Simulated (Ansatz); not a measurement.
# CH₇AlBN: up Jacob's ladder to CCSD(T)

One table from this session's results is given with a row withheld; the runs are named, their logs left out.

Computed with Ansatz 0.2.0, Gaussian basis. Level: functionals in def2-TZVPP, the program's frozen cores in correlated methods.

The runs, in order: LDA (SPW92), PBE-D4, revPBE-D4, BLYP-D4, r2SCAN-D4, B97M-V, PBE0-D4, B3LYP-D4, r2SCANh-D4, r2SCAN0-D4, HSE06-D4, BHLYP-D4, CAM-B3LYP-D4, LC-ωPBE, ωB97X-V, ωB97M-V, B2PLYP, PBE-QIDH; CCSD(T)/def2-SVP; CCSD(T)/def2-TZVPP; MP2/def2-QZVPP; extrapolation to the limit; RPA on PBE.

### The geometry

The geometry comes from an earlier relaxation with PBE0-D4 in a triple-zeta def2 set; it is a stationary point, not always the lowest conformer.

SMILES `[CH3][AlH][BH]N`, 11 atoms, charge 0, spin multiplicity 1.

Atoms are counted from 1 here; the program's logs count them from 0.

Bond lengths: C1–Al2 1.959 Å, C1–H5 1.096 Å, C1–H6 1.092 Å, C1–H7 1.096 Å, Al2–B3 2.143 Å, Al2–H8 1.608 Å, B3–N4 1.391 Å, B3–H9 1.204 Å, N4–H10 1.009 Å, N4–H11 1.007 Å. Angles: Al2–C1–H5 110.7°, Al2–C1–H6 113.5°, Al2–C1–H7 110.5°, H5–C1–H6 108.0°, H5–C1–H7 105.9°, H6–C1–H7 107.8°, C1–Al2–B3 126.2°, C1–Al2–H8 116.2°, B3–Al2–H8 117.6°, Al2–B3–N4 118.6°, Al2–B3–H9 125.9°, N4–B3–H9 115.5°, B3–N4–H10 123.6°, B3–N4–H11 123.5°, H10–N4–H11 112.9°.

The first run:

in.yaml reads:

```yaml
crystal:
  periodic: [false, false, false]
  atoms:
    - {symbol: C, position_ang: [-0.912255, 2.113797, 0.260885]}
    - {symbol: Al, position_ang: [-0.072216, 0.520429, -0.508714]}
    - {symbol: B, position_ang: [0.391619, -1.294236, 0.533437]}
    - {symbol: N, position_ang: [0.986032, -2.333923, -0.173516]}
    - {symbol: H, position_ang: [-0.277169, 2.995187, 0.116735]}
    - {symbol: H, position_ang: [-1.123589, 2.021983, 1.328796]}
    - {symbol: H, position_ang: [-1.856066, 2.335737, -0.250489]}
    - {symbol: H, position_ang: [0.296656, 0.596248, -2.072167]}
    - {symbol: H, position_ang: [0.184236, -1.511903, 1.699084]}
    - {symbol: H, position_ang: [1.235724, -3.219392, 0.240346]}
    - {symbol: H, position_ang: [1.212330, -2.280828, -1.153796]}
basis:
  gaussian: {orbitals: def2-TZVPP}
hamiltonian: {xc: lda}
output: {orbitals: {seedname: orbitals}}
```

The run is started by

```sh
$ ansatz run in.yaml --threads 2 --pin off --events-out ev --progress --plain --max-ram 4352MiB
```

Among the steps run: LDA; PBE-D4 (GGA); revPBE-D4 (GGA); BLYP-D4 (GGA); r2SCAN-D4 (meta-GGA); B97M-V (meta-GGA); B3LYP-D4 (hybrid); r2SCANh-D4 (hybrid); r2SCAN0-D4 (hybrid); HSE06-D4 (hybrid); BHLYP-D4 (hybrid); CAM-B3LYP-D4 (range-separated); LC-ωPBE (range-separated); ωB97X-V (range-separated); ωB97M-V (range-separated); B2PLYP (double hybrid); PBE-QIDH (double hybrid).

One table of the session follows, with a row left open; its other results are not shown here.

It belongs to the step «Frontier levels by functional». 

| functional | HOMO (eV) | LUMO (eV) | gap (eV) |
| --- | --- | --- | --- |
| LDA (SPW92) | -5.61 | -2.60 | 3.01 |
| PBE-D4 | -5.54 | -2.39 | 3.16 |
| revPBE-D4 | -5.51 | -2.29 | 3.22 |
| BLYP-D4 | -5.44 | -2.25 | 3.19 |
| r2SCAN-D4 | -5.77 | -2.18 | 3.59 |
| B97M-V | -5.81 | -2.32 | 3.49 |
| PBE0-D4 | -6.71 | -1.59 | 5.11 |
| B3LYP-D4 | -6.53 | -1.79 | 4.75 |
| r2SCANh-D4 | ? | ? | ? |
| r2SCAN0-D4 | -6.85 | -1.48 | 5.37 |
| HSE06-D4 | -6.31 | -1.96 | 4.34 |
| BHLYP-D4 | -7.81 | -0.77 | 7.04 |
| CAM-B3LYP-D4 | -8.06 | -0.61 | 7.45 |
| LC-ωPBE | -9.38 | 0.48 | 9.86 |
| ωB97X-V | -9.05 | 0.36 | 9.41 |
| ωB97M-V | -8.83 | 0.12 | 8.95 |

Estimate the missing values for r2SCANh-D4.

Worked estimate for «HOMO (eV)». Against the share of exact exchange, r2SCAN-D4 (0, -5.77), r2SCAN0-D4 (0.25, -6.85) give a slope of -4.32 per unit share; at 0.1 the line stands at -6.20.

The run gave: HOMO (eV): -6.20; LUMO (eV): -1.89; gap (eV): 4.31. In «HOMO (eV)» the line misses by 0.00.
